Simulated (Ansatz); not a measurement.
# C₁₉H₁₄N₂S₄: removing and adding an electron, part 2 of 3

What does removing or adding an electron cost or gain for C₁₉H₁₄N₂S₄? Each charged state is run at several levels.

Ansatz 0.2.0, Gaussian basis; as each input shows.

## Step 10: Relaxing the charge -1 doublet

in.yaml

```yaml
crystal:
  periodic: [false, false, false]
  atoms:
    - {symbol: C, position_ang: [-7.204589, 1.204657, 0.429422]}
    - {symbol: N, position_ang: [-6.634346, 0.116292, -0.338648]}
    - {symbol: C, position_ang: [-7.464768, -1.014896, -0.702288]}
    - {symbol: C, position_ang: [-5.272887, -0.053009, -0.366460]}
    - {symbol: C, position_ang: [-4.536631, -1.144312, -0.843420]}
    - {symbol: C, position_ang: [-3.137715, -0.939537, -0.750282]}
    - {symbol: C, position_ang: [-2.768057, 0.281370, -0.190974]}
    - {symbol: C, position_ang: [-1.463164, 0.824430, 0.063798]}
    - {symbol: C, position_ang: [-1.103899, 2.102210, 0.509813]}
    - {symbol: C, position_ang: [0.289728, 2.283279, 0.649433]}
    - {symbol: C, position_ang: [1.038509, 1.152461, 0.311662]}
    - {symbol: C, position_ang: [2.467403, 0.988308, 0.327925]}
    - {symbol: C, position_ang: [3.452905, 1.957810, 0.554111]}
    - {symbol: C, position_ang: [4.766566, 1.445774, 0.502519]}
    - {symbol: C, position_ang: [4.826701, 0.075636, 0.232678]}
    - {symbol: C, position_ang: [5.976461, -0.780379, 0.100833]}
    - {symbol: C, position_ang: [6.023433, -2.153664, -0.172836]}
    - {symbol: C, position_ang: [7.334602, -2.673340, -0.230055]}
    - {symbol: C, position_ang: [8.315171, -1.705538, -0.001297]}
    - {symbol: C, position_ang: [9.718872, -1.863804, 0.015640]}
    - {symbol: N, position_ang: [10.889555, -1.990101, 0.030603]}
    - {symbol: S, position_ang: [7.591144, -0.134130, 0.288847]}
    - {symbol: S, position_ang: [3.207509, -0.575997, 0.054934]}
    - {symbol: S, position_ang: [-0.028101, -0.154451, -0.179014]}
    - {symbol: S, position_ang: [-4.207507, 1.208613, 0.239429]}
    - {symbol: H, position_ang: [-6.697896, 2.160221, 0.173384]}
    - {symbol: H, position_ang: [-8.275613, 1.315327, 0.175455]}
    - {symbol: H, position_ang: [-7.114161, 1.056685, 1.532765]}
    - {symbol: H, position_ang: [-8.521321, -0.691692, -0.750800]}
    - {symbol: H, position_ang: [-7.179008, -1.399274, -1.703871]}
    - {symbol: H, position_ang: [-7.385555, -1.859574, 0.023034]}
    - {symbol: H, position_ang: [-4.994074, -2.055030, -1.247078]}
    - {symbol: H, position_ang: [-2.394555, -1.676565, -1.087912]}
    - {symbol: H, position_ang: [-1.847834, 2.883412, 0.720453]}
    - {symbol: H, position_ang: [0.751765, 3.218105, 0.994512]}
    - {symbol: H, position_ang: [3.214430, 3.013141, 0.740187]}
    - {symbol: H, position_ang: [5.667380, 2.058335, 0.650533]}
    - {symbol: H, position_ang: [5.117744, -2.756857, -0.325621]}
    - {symbol: H, position_ang: [7.581803, -3.723904, -0.431406]}
basis:
  gaussian: {orbitals: def2-SVP, fitting: {mean_field: def2-universal-jkfit}}
total_charge: -1
magnetization: {spin_polarized: true, initial_magnetization: 1}
hamiltonian: {xc: pbe, dispersion: d4}
scf: {lower_state_search: "off"}
output: {orbitals: {seedname: orbitals}}
relax: {f_tol: 0.03, max_steps: 70}
```

Started as:

```sh
> ansatz run in.yaml --threads 2 --pin off --events-out ev --progress --plain --max-ram 32768MiB --backend cuda --devices 0, --max-vram 18GiB
```

The log of the run:

```text
Functional definition: PBE
  name "PBE"
  cite "Perdew, Burke & Ernzerhof, Phys. Rev. Lett. 77, 3865 (1996) doi:10.1103/PhysRevLett.77.3865"
  parent pbe
  parameter kappa = 0.804
  parameter beta = 0.06672455060314922
  exchange = pbe_x(kappa = kappa, mu = beta*pi^2/3)
  correlation = pbe_c(beta = beta)
these checks for a lower state are left out or cut short: stability, starts, cluster_reference, orbital_swaps, neighbouring_geometries, increment
2343 factors; integrals over basis functions are off by at most 2.4e-1 eV
mean field evaluation 1: about -66121.6158 eV, gradient 9.8e1 eV
mean field evaluation 2: about -65736.1754 eV, gradient 2.3e2 eV
mean field evaluation 4: about -66163.9416 eV, gradient 4.3e1 eV
mean field evaluation 8: about -66175.7179 eV, gradient 4.3e0 eV
mean field evaluation 16: about -66175.8204 eV, gradient 4.3e-2 eV
mean field evaluation 32: about -66175.8205 eV, gradient 1.1e-5 eV
mean field -66175.82045599 eV, -2431.9165461755 hartree, gradient 6.6e-6 eV, S^2 0.752338; 0 other end points of the search recorded, 0 dependent functions left out
the calculation of the forces begins
reference -66175.82052545 eV, -2431.9165487282 hartree; 104, 103 occupied and 332, 333 virtual orbitals, 2343 factors
relax step   1: F+E_penalty+E_count = -66177.59913066 eV  Δ(F+E_penalty+E_count) = +0.000e0 eV  max|allowed force component| = 9.856e-1 eV/Å  Δτ_max = 0.0000 Å  (31 SCF iters, accepted)
these checks for a lower state are left out or cut short: stability, starts, cluster_reference, orbital_swaps, neighbouring_geometries, increment
2343 factors; integrals over basis functions are off by at most 2.4e-1 eV
mean field -66175.88423780 eV, -2431.9188901136 hartree, gradient 2.5e-6 eV, S^2 0.752475; 0 other end points of the search recorded, 0 dependent functions left out
the calculation of the forces begins
reference -66175.88430740 eV, -2431.9188926714 hartree; 104, 103 occupied and 332, 333 virtual orbitals, 2343 factors
relax step   2: F+E_penalty+E_count = -66177.65859955 eV  Δ(F+E_penalty+E_count) = -5.947e-2 eV  max|allowed force component| = 5.444e-1 eV/Å  Δτ_max = 0.0321 Å  (24 SCF iters, accepted)
these checks for a lower state are left out or cut short: stability, starts, cluster_reference, orbital_swaps, neighbouring_geometries, increment
2343 factors; integrals over basis functions are off by at most 2.4e-1 eV
mean field -66175.91415009 eV, -2431.9199893700 hartree, gradient 2.8e-6 eV, S^2 0.752726; 0 other end points of the search recorded, 0 dependent functions left out
the calculation of the forces begins
reference -66175.91421980 eV, -2431.9199919318 hartree; 104, 103 occupied and 332, 333 virtual orbitals, 2343 factors
relax step   3: F+E_penalty+E_count = -66177.68605321 eV  Δ(F+E_penalty+E_count) = -2.745e-2 eV  max|allowed force component| = 1.048e-1 eV/Å  Δτ_max = 0.0500 Å  (24 SCF iters, accepted)
these checks for a lower state are left out or cut short: stability, starts, cluster_reference, orbital_swaps, neighbouring_geometries, increment
2343 factors; integrals over basis functions are off by at most 2.4e-1 eV
mean field -66175.91802264 eV, -2431.9201316836 hartree, gradient 2.9e-6 eV, S^2 0.752720; 0 other end points of the search recorded, 0 dependent functions left out
the calculation of the forces begins
reference -66175.91809240 eV, -2431.9201342472 hartree; 104, 103 occupied and 332, 333 virtual orbitals, 2343 factors
relax step   4: F+E_penalty+E_count = -66177.68940619 eV  Δ(F+E_penalty+E_count) = -3.353e-3 eV  max|allowed force component| = 8.634e-2 eV/Å  Δτ_max = 0.0351 Å  (23 SCF iters, accepted)
these checks for a lower state are left out or cut short: stability, starts, cluster_reference, orbital_swaps, neighbouring_geometries, increment
2343 factors; integrals over basis functions are off by at most 2.4e-1 eV
mean field -66175.92213809 eV, -2431.9202829236 hartree, gradient 1.7e-6 eV, S^2 0.752698; 0 other end points of the search recorded, 0 dependent functions left out
the calculation of the forces begins
reference -66175.92220775 eV, -2431.9202854838 hartree; 104, 103 occupied and 332, 333 virtual orbitals, 2343 factors
relax step   5: F+E_penalty+E_count = -66177.69438722 eV  Δ(F+E_penalty+E_count) = -4.981e-3 eV  max|allowed force component| = 4.605e-2 eV/Å  Δτ_max = 0.0684 Å  (23 SCF iters, accepted)
these checks for a lower state are left out or cut short: stability, starts, cluster_reference, orbital_swaps, neighbouring_geometries, increment
2343 factors; integrals over basis functions are off by at most 2.4e-1 eV
mean field evaluation 64: about -66175.9357 eV, gradient 1.3e-1 eV
mean field -66175.92495154 eV, -2431.9203863160 hartree, gradient 3.0e-6 eV, S^2 0.752684; 0 other end points of the search recorded, 0 dependent functions left out
the calculation of the forces begins
reference -66175.92502101 eV, -2431.9203888690 hartree; 104, 103 occupied and 332, 333 virtual orbitals, 2343 factors
relax step   6: F+E_penalty+E_count = -66177.69735734 eV  Δ(F+E_penalty+E_count) = -2.970e-3 eV  max|allowed force component| = 1.475e-1 eV/Å  Δτ_max = 0.1143 Å  (23 SCF iters, accepted)
these checks for a lower state are left out or cut short: stability, starts, cluster_reference, orbital_swaps, neighbouring_geometries, increment
2343 factors; integrals over basis functions are off by at most 2.4e-1 eV
mean field -66175.92660577 eV, -2431.9204471080 hartree, gradient 2.5e-6 eV, S^2 0.752682; 0 other end points of the search recorded, 0 dependent functions left out
the calculation of the forces begins
reference -66175.92667523 eV, -2431.9204496606 hartree; 104, 103 occupied and 332, 333 virtual orbitals, 2343 factors
relax step   7: F+E_penalty+E_count = -66177.69887783 eV  Δ(F+E_penalty+E_count) = -1.520e-3 eV  max|allowed force component| = 9.253e-2 eV/Å  Δτ_max = 0.0197 Å  (22 SCF iters, accepted)
these checks for a lower state are left out or cut short: stability, starts, cluster_reference, orbital_swaps, neighbouring_geometries, increment
2343 factors; integrals over basis functions are off by at most 2.4e-1 eV
mean field -66175.92895264 eV, -2431.9205333538 hartree, gradient 1.5e-6 eV, S^2 0.752680; 0 other end points of the search recorded, 0 dependent functions left out
the calculation of the forces begins
reference -66175.92902209 eV, -2431.9205359061 hartree; 104, 103 occupied and 332, 333 virtual orbitals, 2343 factors
relax step   8: F+E_penalty+E_count = -66177.70110278 eV  Δ(F+E_penalty+E_count) = -2.225e-3 eV  max|allowed force component| = 3.287e-2 eV/Å  Δτ_max = 0.0590 Å  (23 SCF iters, accepted)
these checks for a lower state are left out or cut short: stability, starts, cluster_reference, orbital_swaps, neighbouring_geometries, increment
2343 factors; integrals over basis functions are off by at most 2.4e-1 eV
mean field -66175.92958270 eV, -2431.9205565080 hartree, gradient 2.9e-6 eV, S^2 0.752676; 0 other end points of the search recorded, 0 dependent functions left out
the calculation of the forces begins
reference -66175.92965221 eV, -2431.9205590625 hartree; 104, 103 occupied and 332, 333 virtual orbitals, 2343 factors
relax step   9: F+E_penalty+E_count = -66177.70165290 eV  Δ(F+E_penalty+E_count) = -5.501e-4 eV  max|allowed force component| = 2.994e-2 eV/Å  Δτ_max = 0.0299 Å  (22 SCF iters, accepted)
these checks for a lower state are left out or cut short: stability, starts, cluster_reference, orbital_swaps, neighbouring_geometries, increment
2343 factors; integrals over basis functions are off by at most 2.4e-1 eV
mean field evaluation 96: about -66175.9304 eV, gradient 1.6e-6 eV
mean field -66175.93035502 eV, -2431.9205848903 hartree, gradient 1.6e-6 eV, S^2 0.752674; 0 other end points of the search recorded, 0 dependent functions left out
the calculation of the forces begins
reference -66175.93042464 eV, -2431.9205874489 hartree; 104, 103 occupied and 332, 333 virtual orbitals, 2343 factors
relax step  10: F+E_penalty+E_count = -66177.70217673 eV  Δ(F+E_penalty+E_count) = -5.238e-4 eV  max|allowed force component| = 3.413e-2 eV/Å  Δτ_max = 0.0599 Å  (23 SCF iters, accepted)
these checks for a lower state are left out or cut short: stability, starts, cluster_reference, orbital_swaps, neighbouring_geometries, increment
2343 factors; integrals over basis functions are off by at most 2.4e-1 eV
mean field -66175.93076933 eV, -2431.9206001160 hartree, gradient 2.5e-6 eV, S^2 0.752674; 0 other end points of the search recorded, 0 dependent functions left out
the calculation of the forces begins
reference -66175.93083902 eV, -2431.9206026770 hartree; 104, 103 occupied and 332, 333 virtual orbitals, 2343 factors
relax step  11: F+E_penalty+E_count = -66177.70239806 eV  Δ(F+E_penalty+E_count) = -2.213e-4 eV  max|allowed force component| = 2.850e-2 eV/Å  Δτ_max = 0.0331 Å  (23 SCF iters, accepted)
Total energy: -66177.70246774 eV, -2431.9857088318 hartree
Atom 0 at    -7.268968     1.098870     0.527455 Å, force    -0.004421     0.010584     0.028502 eV/Å
Atom 1 at    -6.674007     0.216027    -0.456832 Å, force    -0.005315    -0.017322    -0.015140 eV/Å
Atom 2 at    -7.476393    -0.924724    -0.833335 Å, force     0.004952     0.004547     0.009500 eV/Å
Atom 3 at    -5.296124    -0.007770    -0.380943 Å, force     0.014309     0.006115    -0.006094 eV/Å
Atom 4 at    -4.574374    -1.161957    -0.663284 Å, force    -0.022987     0.004151     0.007015 eV/Å
Atom 5 at    -3.162983    -0.981889    -0.578484 Å, force     0.004842     0.007981     0.000105 eV/Å
Atom 6 at    -2.769055     0.307399    -0.211575 Å, force    -0.005423     0.001738    -0.005251 eV/Å
Atom 7 at    -1.465489     0.852508     0.008705 Å, force     0.000284     0.001334     0.004343 eV/Å
Atom 8 at    -1.083233     2.159246     0.355775 Å, force    -0.002185    -0.003139    -0.001985 eV/Å
Atom 9 at     0.303881     2.339386     0.499131 Å, force     0.001394     0.001025    -0.001708 eV/Å
Atom 10 at     1.060340     1.171130     0.263435 Å, force    -0.000350     0.000592     0.002369 eV/Å
Atom 11 at     2.469572     0.990762     0.313121 Å, force     0.002009     0.006634     0.001744 eV/Å
Atom 12 at     3.471011     1.938171     0.622813 Å, force     0.000085    -0.001473     0.002749 eV/Å
Atom 13 at     4.775281     1.429167     0.581809 Å, force    -0.002034     0.002973    -0.003473 eV/Å
Atom 14 at     4.855195     0.061270     0.237162 Å, force     0.002088    -0.001157     0.001788 eV/Å
Atom 15 at     5.994271    -0.772192     0.099514 Å, force    -0.000471    -0.001721     0.003402 eV/Å
Atom 16 at     6.063571    -2.143944    -0.246906 Å, force    -0.000059    -0.001077     0.003421 eV/Å
Atom 17 at     7.365891    -2.658573    -0.292588 Å, force     0.002414     0.004406    -0.007120 eV/Å
Atom 18 at     8.365086    -1.713840     0.013036 Å, force    -0.000917    -0.007398     0.011132 eV/Å
Atom 19 at     9.755763    -1.890887     0.059158 Å, force    -0.001711    -0.003555    -0.005142 eV/Å
Atom 20 at    10.930373    -2.039580     0.097067 Å, force     0.000864     0.000756     0.002320 eV/Å
Atom 21 at     7.625400    -0.139434     0.370052 Å, force    -0.000640     0.005072    -0.005574 eV/Å
Atom 22 at     3.221002    -0.573775    -0.035128 Å, force    -0.003651    -0.003069    -0.002029 eV/Å
Atom 23 at    -0.026602    -0.166121    -0.138392 Å, force    -0.002045    -0.000524    -0.001332 eV/Å
Atom 24 at    -4.204238     1.326948     0.009622 Å, force     0.006827    -0.020107     0.002584 eV/Å
Atom 25 at    -6.684391     2.038967     0.600025 Å, force    -0.011038    -0.025762    -0.002682 eV/Å
Atom 26 at    -8.299629     1.364902     0.213369 Å, force     0.008033     0.001443     0.002792 eV/Å
Atom 27 at    -7.319024     0.653180     1.555975 Å, force     0.000758     0.010468    -0.024080 eV/Å
Atom 28 at    -8.522928    -0.600665    -1.005882 Å, force     0.006924     0.000851     0.005342 eV/Å
Atom 29 at    -7.089182    -1.364059    -1.775337 Å, force    -0.001530    -0.001141     0.002100 eV/Å
Atom 30 at    -7.487825    -1.738437    -0.060218 Å, force     0.001589     0.007000    -0.010643 eV/Å
Atom 31 at    -5.046441    -2.119838    -0.918564 Å, force     0.005977     0.006850     0.003021 eV/Å
Atom 32 at    -2.433051    -1.783034    -0.760730 Å, force    -0.001841     0.006301     0.002362 eV/Å
Atom 33 at    -1.821382     2.963105     0.496233 Å, force     0.000751    -0.002558    -0.000168 eV/Å
Atom 34 at     0.772704     3.296732     0.764751 Å, force    -0.000125    -0.003150    -0.001552 eV/Å
Atom 35 at     3.229756     2.980530     0.873513 Å, force    -0.000978    -0.000494    -0.000287 eV/Å
Atom 36 at     5.673623     2.026448     0.795959 Å, force     0.001781    -0.002920    -0.002371 eV/Å
Atom 37 at     5.160567    -2.734125    -0.457043 Å, force     0.000115     0.003868     0.000524 eV/Å
Atom 38 at     7.612030    -3.699892    -0.542430 Å, force     0.001726     0.001877    -0.000487 eV/Å
Dipole moment:    -3.498999     0.423667    -0.014503 e Å
Checks for a lower state left out: stability, starts, cluster_reference, orbital_swaps, neighbouring_geometries, increment
```

Run time: 53 s. Hardware: 1 × H100 (card shared with other runs) with 2 threads of AMD EPYC 7R13, shared host.

Along the way:

| step | energy from step 1 (eV) | largest force component (eV/Å) |
| --- | --- | --- |
| 1 | 0.0000 | 0.9856 |
| 2 | -0.0595 | 0.5444 |
| 3 | -0.0869 | 0.1048 |
| 4 | -0.0903 | 0.0863 |
| 5 | -0.0953 | 0.0460 |
| 6 | -0.0982 | 0.1475 |
| 7 | -0.0997 | 0.0925 |
| 8 | -0.1020 | 0.0329 |
| 9 | -0.1025 | 0.0299 |
| 10 | -0.1030 | 0.0341 |
| 11 | -0.1033 | 0.0285 |

The force was under the threshold of 0.03 eV/Å already at step 9, but the program went on to step 11.

Close pairs (by a distance rule), those that changed most:

| bond | before (Å) | after (Å) | change (Å) |
| --- | --- | --- | --- |
| N2–C4 | 1.372 | 1.398 | +0.026 |
| C19–S22 | 1.754 | 1.776 | +0.021 |
| C15–C16 | 1.439 | 1.418 | -0.021 |
| C16–S22 | 1.749 | 1.770 | +0.021 |
| C15–S23 | 1.754 | 1.774 | +0.020 |
| C12–S23 | 1.752 | 1.770 | +0.018 |
| C11–C12 | 1.438 | 1.422 | -0.017 |
| C16–C17 | 1.401 | 1.417 | +0.015 |

[end of part 2 of 3]
